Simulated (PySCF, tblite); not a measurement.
# C4H12BNSi: geometry, infrared bands and NMR shifts

What infrared bands and NMR shifts should C4H12BNSi (`[SiH3]CBNC1CC1`) show?

Computed with tblite 0.8.0 and PySCF 2.14.0, with density-fitted response routines of our own, on a single molecule in the gas phase. Atoms count from 0, in the outputs and in this text.

### 1 The starting structure

19 atoms, charge 0, multiplicity 1; geometry from: force field or distance geometry start.

Bonds of the start (Å): Si0–C1 1.87, C1–B2 1.58, B2–N3 1.53, N3–C4 1.45, C4–C5 1.52, C5–C6 1.52, C6–C4 1.52, Si0–H7 1.46, Si0–H8 1.47, Si0–H9 1.47, C1–H10 1.11, C1–H11 1.12, B2–H12 1.18, N3–H13 1.05, C4–H14 1.12, C5–H15 1.12, C5–H16 1.11, C6–H17 1.12, C6–H18 1.10.

### 2 Optimising the geometry with GFN2-xTB

The job: settings as JSON, then the geometry in Å.

```
{"job": {"kind": "relax", "xc": "GFN2-xTB", "basis": "xTB"}, "charge": 0, "multiplicity": 1}
Si     3.163400    -0.282600    -1.124300
C      1.594900    -0.920000    -0.319500
B      0.846300     0.238000     0.458800
N     -0.472500    -0.057200     1.168100
C     -1.530800     0.750200     0.595800
C     -2.920400     0.192100     0.858400
C     -2.299400     0.060200    -0.525900
H      3.838200    -1.377600    -1.817300
H      4.057000     0.272300    -0.098000
H      2.799500     0.769000    -2.087000
H      0.929300    -1.350100    -1.089700
H      1.866600    -1.724900     0.414400
H      1.261800     1.346200     0.475200
H     -0.347200     0.242200     2.165600
H     -1.448800     1.870600     0.589500
H     -2.951100    -0.757100     1.447300
H     -3.716500     0.961400     0.926300
H     -1.955400    -0.974900    -0.770300
H     -2.724600     0.751200    -1.274800
```

Started as:

```sh
OMP_NUM_THREADS=1 python probes_run.py task.json out
```

One launch serves the whole session: the jobs run in the order shown.

**Question.** This job is followed by: GFN2-xTB harmonic vibrations, gas phase; GIAO PBE0/pcSseg-1 NMR shielding, non-relativistic, gas phase. Predict these results of the whole session: strongest single infrared mode (GFN2-xTB); zero-point energy (GFN2-xTB); 13C shifts against TMS (PBE0/pcSseg-1, means over atoms taken as alike); 1H shifts against TMS (PBE0/pcSseg-1, means over atoms taken as alike); 29Si shifts against TMS (PBE0/pcSseg-1); 11B shifts against BF3·OEt2 (PBE0/pcSseg-1); 15N shifts against NH3 (PBE0/pcSseg-1).

The runs gave:

```
                                                               quantity                                         value
                              strongest single infrared mode (GFN2-xTB)                         2211 cm⁻¹, 473 km/mol
                                           zero-point energy (GFN2-xTB)                                 94.8 kcal/mol
13C shifts against TMS (PBE0/pcSseg-1, means over atoms taken as alike)                            34.6, 9.4, 2.0 ppm
 1H shifts against TMS (PBE0/pcSseg-1, means over atoms taken as alike)  5.19, 3.84, 3.18, 2.76, 0.67, 0.26, 0.24 ppm
                                29Si shifts against TMS (PBE0/pcSseg-1)                                     -76.0 ppm
                            11B shifts against BF3·OEt2 (PBE0/pcSseg-1)                                      38.3 ppm
                                 15N shifts against NH3 (PBE0/pcSseg-1)                                     150.6 ppm
```

What this shows: Relaxing lowered the energy by 1.665 eV in 204 steps; the close pair that moved most is B2–N3, from 1.526 to 1.385 Å. No mode is imaginary among the 51: a minimum at this level. The strongest single mode, at 2211 cm⁻¹, moves mainly H9 and H7. Unscaled tight-binding wavenumbers are off by several per cent, some by more. Its intensities can rank the bands wrongly. At PBE0/pcSseg-1: The widest tensor belongs to N3: span 134 ppm, with a paramagnetic part of -207 ppm.
